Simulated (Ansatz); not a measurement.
# BrCl2HZn: the cost of one run

All numbers below are computed with Ansatz 0.2.0 (RKS PBE0-D4/def2-SVP).

**1. The starting structure**

Bond lengths: Zn1–Cl2 2.590 Å, Zn1–Cl3 2.240 Å, Zn1–Br4 2.720 Å, Cl2–H5 1.529 Å, Br4–H5 1.707 Å. Angles: Zn1–Cl2–H5 73.2°, Cl2–Zn1–Cl3 180.0°, Cl2–Zn1–Br4 71.6°, Cl3–Zn1–Br4 108.4°, Zn1–Br4–H5 67.5°, Cl2–H5–Br4 147.6°.

As a file:

```xyz
5

Zn    0.0000    0.0000    0.0000
Cl    0.0000    0.0000    2.5900
Cl    0.0000    0.0000   -2.2400
Br   -2.5812    0.0000    0.8577
H    -1.4645    0.0000    2.1491
```

**2. A restrained relaxation towards end A**

Springs on the bonds that form and break draw the guess towards this end; the thresholds are loose.

input.yaml

```yaml
crystal:
  periodic: [false, false, false]
  atoms:
    - { symbol: Zn, position_ang: [0.0, 0.0, 0.0] }
    - { symbol: Cl, position_ang: [0.0, 0.0, 2.59] }
    - { symbol: Cl, position_ang: [0.0, 0.0, -2.24] }
    - { symbol: Br, position_ang: [-2.5812, 0.0, 0.8577] }
    - { symbol: H, position_ang: [-1.4645, 0.0, 2.1491] }
basis:
  gaussian: { orbitals: def2-SVP }
hamiltonian:
  xc: pbe0
  dispersion: d4
relax:
  f_tol: 0.15
  max_steps: 25
  restrain:
    - { distance: [0, 3], at: 3.62, k: 30.0 }
    - { distance: [4, 1], at: 2.57, k: 30.0 }
    - { distance: [0, 1], at: 2.24, k: 30.0 }
    - { distance: [4, 3], at: 1.55, k: 30.0 }
```

On the command line:

```bash
> ansatz run input.yaml --threads 2 --pin off --max-ram 3072MiB --backend cpu --events-out ev --progress --plain --runs-dir out
```

Q: Estimate wall time and peak memory on 2 threads of AMD EPYC 9R45 (Zen 5), shared host.

About 11 s, with a peak of 0.29 GiB.
